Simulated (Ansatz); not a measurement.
KTiO2F, space group P4/mmm, a scan of the Hubbard U

Computed with the Python package of Ansatz (0.2.0).

At the Python prompt:
```pycon
>>> import ansatz as az
>>> import numpy as np
>>> SCF_TOL = 1e-10
>>> CUTOFF_EV = 420
>>> SMEARING = "methfessel_paxton"
>>> WIDTH_EV = 0.05
>>> FUNCTIONAL = "PBEsol"
>>> MESH = (6, 6, 6)
>>> def count_gap(report):
...     # lowest empty less highest filled band, counting bands; zero where they overlap
...     return max(report.get("gap_by_band_count_ev") or 0.0, 0.0)
...
>>> structure = (
...     az.Lattice.from_parameters(3.87551, 3.87551, 4.1848, alpha=90, beta=90, gamma=90)
...     .space_group(123, hermann_mauguin="P4/mmm")
...     .atom("K", [0.0, 0.0, 0.0])
...     .atom("Ti", [0.5, 0.5, 0.5])
...     .atom("O", [0.5, 0.0, 0.5])
...     .atom("F", [0.5, 0.5, 0.0])
... )
>>> job = structure.calculation()
>>> job = job.scf(tolerance=SCF_TOL)
>>> job = job.basis(CUTOFF_EV).occupations(SMEARING, width=WIDTH_EV)
>>> job = job.functional(FUNCTIONAL)
>>> job = job.kpoints(mesh=MESH, center="gamma")
>>> job = job.band_table()
>>> rows = []
>>> for u in [0.0, 2.0, 4.0, 6.0]:
...     report = job.hubbard("Ti", "d", u_eff=u).run().report
...     shell = report["hubbard"]["n_scf"]
...     rows.append((u, count_gap(report), sum(shell) / len(shell), report["n_iterations"]))
...
>>> print("      U_eff eV  gap by band count eV  Ti d occupation (projector)      iterations")
      U_eff eV  gap by band count eV  Ti d occupation (projector)      iterations
>>> for row in rows:
...     print(f"{str(row[0]):>14s}  {row[1]:20.3f}  {row[2]:27.4f}  {row[3]:14d}")
...
           0.0                 0.910                       2.3077              13
           2.0                 1.116                       2.2260              13
           4.0                 1.353                       2.1398              12
           6.0                 1.561                       2.0488              12
>>> print("eigenvalues of the first occupation matrix at the last U, by spin:")
eigenvalues of the first occupation matrix at the last U, by spin:
>>> for channel in report["hubbard"]["n_eig"][0]:
...     print("  ", " ".join(f"{n:.3f}" for n in channel))
...
   0.147 0.147 0.190 0.215 0.325
```

From U = 0 to 6 eV the gap on the mesh goes from 0.91 eV to 1.56 eV.

What to keep in mind:
- The run is spin-unpolarised.
- Semilocal gaps usually lie well under measured ones.
- A Hubbard U without spin forces both spins into the same orbitals, which can open a gap or pick a state that a spin-polarised run wouldn't.
- In a crystal with a gap the Fermi level's place inside it depends on smearing and mesh.
- The structure comes from a database of computed cells and needn't be a stable or known phase.
- Levels are Kohn-Sham eigenvalues on this mesh.
- Shell occupations and the effect of U depend on the projectors; a run with no .spin step is spin-unpolarised, and each U may end in a state that isn't the lowest.
- Hardware and time: 20 s on 1 thread of Arm Neoverse V2 (shared host), peak memory 0.46 GiB.
